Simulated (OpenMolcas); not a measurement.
# La: CASSCF and CASPT2 terms and fine-structure levels

Aim: the low terms and levels of La, with their order and spacing, then second-order correlation under several settings.

The numbers are computed with OpenMolcas 26.06 (state-averaged CASSCF and CASPT2, spin-orbit coupling by RASSI with atomic mean-field integrals), except any that are marked as measured or tabulated.

## 1. The atom as given

| Quantity | Value |
| --- | --- |
| Species | La (lanthanum, Z = 57, 57 electrons) |
| Basis | ANO-RCC-VDZP [7s6p4d2f1g], 68 functions |
| Scalar Hamiltonian | DKH2, point nucleus |
| Inactive shells | 1s 2s 2p 3s 3p 3d 4s 4p 4d 5s 5p |
| Active space | 3 electrons in 6 orbitals (5d 6s) |
| Some configurations of this space | 5d 6s2, 5d2 6s, 5d3 |
| Orbitals | optimised for the ground-state spin in each parity, averaged over the low roots |

Outer shells as boxes (Hund's rule):

5d 6s2
```
5d [↑ ][  ][  ][  ][  ]
6s [↑↓]
```

5d2 6s
```
5d [↑ ][↑ ][  ][  ][  ]
6s [↑ ]
```

5d3
```
5d [↑ ][↑ ][↑ ][  ][  ]
```

Each step is its own input file, run in one work folder so that later steps find the files of earlier ones. Labels, J, g values, rates, χT and fits are worked out afterwards by a script from the matrices that RASSI stores.

## 2. One- and two-electron integrals

a.inp

```
&GATEWAY
Coord
1

La 0.0 0.0 0.0
Basis=ANO-RCC-VDZP
Group=XYZ
NoMove
AngMom=0.0 0.0 0.0
AMFI
&SEWARD
```

Launch:

```
$ OMP_NUM_THREADS=1 MOLCAS_MEM=1689 MOLCAS_PROJECT=a pymolcas a.inp > a.log
```

## 3. Reference wave functions, doublets of even parity, 65 roots

a.inp

```
&RASSCF
FileOrb=start.orb
Symmetry=1
Spin=2
nActEl=3 0 0
Inactive=15 12
Ras2=6 0
CIRoot=65 65 1
SDav=70
CIMx=300
Iter=120 100
PrWF=0.3
OrbListing=Nothing
MaxOrb=0
Atom
>>> COPY $Project.JobIph JOB001
```

start.orb holds the contracted functions of the basis, ordered by shell, or the orbitals of the step before.

## 4. Reference wave functions, quartets of even parity, 20 roots

a.inp

```
&RASSCF
FileOrb=start.orb
Symmetry=1
Spin=4
nActEl=3 0 0
Inactive=15 12
Ras2=6 0
CIRoot=20 20 1
SDav=20
CIMx=300
Iter=120 100
PrWF=0.3
OrbListing=Nothing
MaxOrb=0
Atom
CIOnly
>>> COPY $Project.JobIph JOB002
```

## 5. RASSI: spin-orbit coupling between the states

a.inp

```
&RASSI
NrOfJobIphs=2 65 20
1 2 3 4 5 6 7 8 9 10 11 12 13 14 15 16 17 18 19 20 21 22 23 24 25 26 27
28 29 30 31 32 33 34 35 36 37 38 39 40 41 42 43 44 45 46 47 48 49 50 51
52 53 54 55 56 57 58 59 60 61 62 63 64 65
1 2 3 4 5 6 7 8 9 10 11 12 13 14 15 16 17 18 19 20
IphNames
JOB001
JOB002
EJob
SpinOrbit
DIPRint=1.0
SOCoupling=1000.0
Subsets=2
MEES
Property=10
'ANGMOM' 1 'ANGMOM' 2 'ANGMOM' 3 'MLTPL  1' 1 'MLTPL  1' 2 'MLTPL  1' 3
'AMFI' 1 'AMFI' 2 'AMFI' 3 'MLTPL  2' 6
SOProperty=3
'ANGMOM' 1 'ANGMOM' 2 'ANGMOM' 3
```

## 6. CASPT2: IPEA 0.25, imaginary shift 0.1 (closed shells correlated: 5s 5p)

a.inp

```
>>> COPY JOB001 $Project.JobIph
&CASPT2
Multistate=65 1 2 3 4 5 6 7 8 9 10 11 12 13 14 15 16 17 18 19 20 21 22
23 24 25 26 27 28 29 30 31 32 33 34 35 36 37 38 39 40 41 42 43 44 45 46
47 48 49 50 51 52 53 54 55 56 57 58 59 60 61 62 63 64 65
Frozen=14 9
IPEA=0.25
Imaginary=0.1
MaxIter=60
WThr=0.0 0.3 0.05
PrWF=0.5
NoMix
>>> COPY JOB002 $Project.JobIph
&CASPT2
Multistate=20 1 2 3 4 5 6 7 8 9 10 11 12 13 14 15 16 17 18 19 20
Frozen=14 9
IPEA=0.25
Imaginary=0.1
MaxIter=60
WThr=0.0 0.3 0.05
PrWF=0.5
NoMix
```

## 7. CASPT2: IPEA 0.25, sigma2 regulariser 0.3 (closed shells correlated: 5s 5p)

Changes to a.inp since step 6:

```diff
@@ -7,3 +7,3 @@
 IPEA=0.25
-Imaginary=0.1
+Sig2=0.3
 MaxIter=60
@@ -17,3 +17,3 @@
 IPEA=0.25
-Imaginary=0.1
+Sig2=0.3
 MaxIter=60
```

(Steps that only read results are left out.)

What does the calculation give? Wanted: lowest level; first excited level; lowest level of another term; spin-orbit lowering of the lowest level; strongest of the lines computed, by gA.

**Answer**, as computed:

```
                                                                                   quantity                                                                        value
                                                                                     method  SS-CASPT2, IPEA 0.25, imaginary shift 0.1 (closed shells correlated: 5s 5p)
                                                                               lowest level                                  5d 6s2 2D 3/2, 97 % of that term, g = 0.789
                                                                ground level listed by NIST                                                                        2D3/2
                                                                        first excited level                                                    5d 6s2 2D 5/2 at 719 cm-1
                                                               lowest level of another term                                                   5d2 6s 4F 3/2 at 1883 cm-1
                                                    spin-orbit lowering of the lowest level                                                                     512 cm-1
strongest of the lines computed, by gA (one parity, so forbidden lines), at CASSCF energies                       5d3 2F 7/2 → 5d2 6s 2G 9/2, 566.7 nm, A = 9.58e+00 s⁻¹
```

Cost and accuracy by method:

| method | time of its own steps | time with the reference | mean absolute difference from the measured levels (cm-1) |
| --- | --- | --- | --- |
| A. CASSCF | 56 s | 56 s | 1600 |
| B. SS-CASPT2, IPEA 0.25, imaginary shift 0.1, +5s 5p | 36 s | 91 s | 490 |
| C. SS-CASPT2, IPEA 0.25, sigma2 regulariser 0.3, +5s 5p | 36 s | 92 s | 670 |

Times are of one thread on a shared host.

What this shows: The multiplet 2D is regular. Method B lies closest to the measured levels (490 cm⁻¹ on average) and A farthest (1600). Only the configurations of the active space and the roots asked for are present. The quartets rest on orbitals optimised for another spin in at least one step, which raises them against the optimised states. Not all states of the active space went into the spin-orbit step. Measured levels are paired by their LS label, which is uncertain where the leading share is low. CASPT2 does not keep the components of a term degenerate, and the means are used. Configurations with different d counts are hard to place against each other, and can be off by thousands to tens of thousands of cm-1. Levels of other configurations are missing from the list.
